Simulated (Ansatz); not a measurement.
# GaO+ (triplet): the correlation ladder, 6-31G

The task here is to estimate one member of a computed series from the others.

Program: Ansatz 0.2.0, Gaussian basis. Level of theory: 6-31G, core rule «outside noble gas», up to 15 orbitals frozen. These are calculated values, not measurements.

To be run: UHF; CCSD(T) on ROHF; CCSD(T) on UHF; BCCD(T) on ROHF; CISD; CCSDT(Q) on ROHF; CCSDT(Q) on UHF; CISDTQ.

13 further runs of the same task are left out: 3 for a known fault of the program, 4 that didn't finish, 6 set aside as unsound or not needed.

## The system

The geometry is a PBE0/def2-TZVP stationary point (not a proven minimum) of the parent state, kept for this charge and spin. No spin-orbit coupling is included. The filled d shell of Ga may be among the frozen orbitals whatever the setting's name suggests; the logs give the count.

2 atoms, charge 1, spin multiplicity 3.

Atoms are counted from 1 here; the program's logs count them from 0.

Bond lengths: O1–Ga2 1.671 Å.

Set-up of the first run:

Contents of in.yaml:

```yaml
crystal:
  periodic: [false, false, false]
  atoms:
    - {symbol: O, position_ang: [0.000000, 0.000000, 0.000000]}
    - {symbol: Ga, position_ang: [0.000000, 0.000000, 1.671000]}
basis:
  gaussian: {orbitals: 6-31G}
total_charge: 1
magnetization: {spin_polarized: true, initial_magnetization: 2}
hamiltonian: {xc: hf}
output: {orbitals: {seedname: orbitals}}
```

Started as:

```sh
> ansatz run in.yaml --threads 1 --pin off --events-out ev --progress --plain --max-ram 2393MiB
```

Steps of the session up to this table: UHF; CCSD(T) on ROHF; CCSD(T) on UHF; BCCD(T) on ROHF; CISD; CCSDT(Q) on ROHF; CCSDT(Q) on UHF; CISDTQ.

One table of the session follows, with a row left open; its other results are not shown here.

It belongs to the step «Misses and costs». 

| method | from UCCSDT(Q) (meV) |
| --- | --- |
| ROHF | +3397.9 |
| UHF | +3223.4 |
| RMP2 | +427.2 |
| UMP2 | +441.8 |
| RCCSD | +128.1 |
| UCCSD | +108.4 |
| RCCSD(T) | +32.0 |
| UCCSD(T) | +29.6 |
| BCCD(T) | +36.4 |
| RCCSDT | +16.5 |
| UCCSDT | ? |
| RCCSDT(Q) | +10.2 |
| UCCSDT(Q) | 0 |

Q: Estimate the row for UCCSDT from the others.

The run gave: from UCCSDT(Q) (meV): +9.9. In the column «from UCCSDT(Q) (meV)» it lies between UCCSDT(Q) (0) and RCCSDT(Q) (+10.2).

Not comparable, so not listed: CISD; CISDTQ (they don't share determinant, frozen orbitals or solution with the rows shown, or repeat one).

To keep in mind: Restricted and unrestricted rows rest on different reference determinants; where their highest levels disagree by more than a few hundredths of an eV, they describe different states and don't form one ladder.
